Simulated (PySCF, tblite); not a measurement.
# C5H10BF3: geometry, infrared bands and NMR shifts

What infrared bands and NMR shifts should C5H10BF3 (`B[C@H](CCC)C(F)(F)F`) show?

Computed with tblite 0.8.0 and PySCF 2.14.0, with density-fitted response routines of our own, on a single molecule in the gas phase. Atoms are numbered from 0 throughout.

## 1. The molecule as given

19 atoms, charge 0, multiplicity 1; geometry from: force field or distance geometry start.

Bonds of the start (Å): B0–C1 1.60, C1–C2 1.55, C2–C3 1.53, C3–C4 1.52, C1–C5 1.54, C5–F6 1.39, C5–F7 1.38, C5–F8 1.38, B0–H9 1.18, B0–H10 1.18, C1–H11 1.13, C2–H12 1.11, C2–H13 1.11, C3–H14 1.11, C3–H15 1.13, C4–H16 1.12, C4–H17 1.11, C4–H18 1.11.

## 2. Optimising the geometry with GFN2-xTB

What the job is given:

```
{"job": {"kind": "relax", "xc": "GFN2-xTB", "basis": "xTB"}, "charge": 0, "multiplicity": 1}
B     -1.182500     1.646700     0.822500
C     -1.109000     0.069100     0.567100
C      0.162500    -0.307800    -0.241000
C      1.454900    -0.075100     0.534400
C      2.671200    -0.512500    -0.265400
C     -2.391900    -0.439600    -0.115300
F     -2.513300     0.118900    -1.379300
F     -2.343200    -1.812500    -0.227900
F     -3.494400    -0.105200     0.641600
H     -1.269200     2.390600    -0.088800
H     -1.162600     2.078400     1.921100
H     -1.044000    -0.431700     1.573400
H      0.175400     0.288300    -1.177300
H      0.106900    -1.379700    -0.528300
H      1.563400     1.000200     0.806800
H      1.426800    -0.671900     1.496800
H      2.735100     0.082800    -1.208600
H      3.595000    -0.341500     0.317900
H      2.609200    -1.588400    -0.515900
```

On the command line:

```sh
$ OMP_NUM_THREADS=1 python probes_run.py task.json out
```

The driver reads the jobs from task.json and runs them one after another.

**Question.** This job is followed by: GFN2-xTB harmonic vibrations, gas phase; GIAO PBE0/pcSseg-1 NMR shielding, non-relativistic, gas phase. Predict these results of the whole session: strongest single infrared mode (GFN2-xTB); zero-point energy (GFN2-xTB); 13C shifts against TMS (PBE0/pcSseg-1); 1H shifts against TMS (PBE0/pcSseg-1, means over atoms taken as alike); 11B shifts against BF3·OEt2 (PBE0/pcSseg-1); 19F shifts against CFCl3 (PBE0/pcSseg-1, means over atoms taken as alike).

As calculated:

| quantity | value |
| --- | --- |
| strongest single infrared mode (GFN2-xTB) | 1034 cm⁻¹, 223 km/mol |
| zero-point energy (GFN2-xTB) | 90.8 kcal/mol |
| 13C shifts against TMS (PBE0/pcSseg-1) | 137.3, 47.7, 34.2, 28.4, 17.8 ppm |
| 1H shifts against TMS (PBE0/pcSseg-1, means over atoms taken as alike) | 8.15, 3.16, 1.99, 1.96, 1.46, 1.03, 0.46 ppm |
| 11B shifts against BF3·OEt2 (PBE0/pcSseg-1) | 91.7 ppm |
| 19F shifts against CFCl3 (PBE0/pcSseg-1, means over atoms taken as alike) | -80.4 ppm |

Relaxing lowered the energy by 0.303 eV in 70 steps; the close pair that moved most is C5–F6, from 1.387 to 1.341 Å. No mode is imaginary among the 51: a minimum at this level. The strongest single mode, at 1034 cm⁻¹, moves mainly C5. GFN2-xTB is a fitted tight-binding method: band positions and strengths are rough. Its intensities can rank the bands wrongly. At PBE0/pcSseg-1: Shielding is most anisotropic at B0 (span 198 ppm, paramagnetic term -184 ppm).
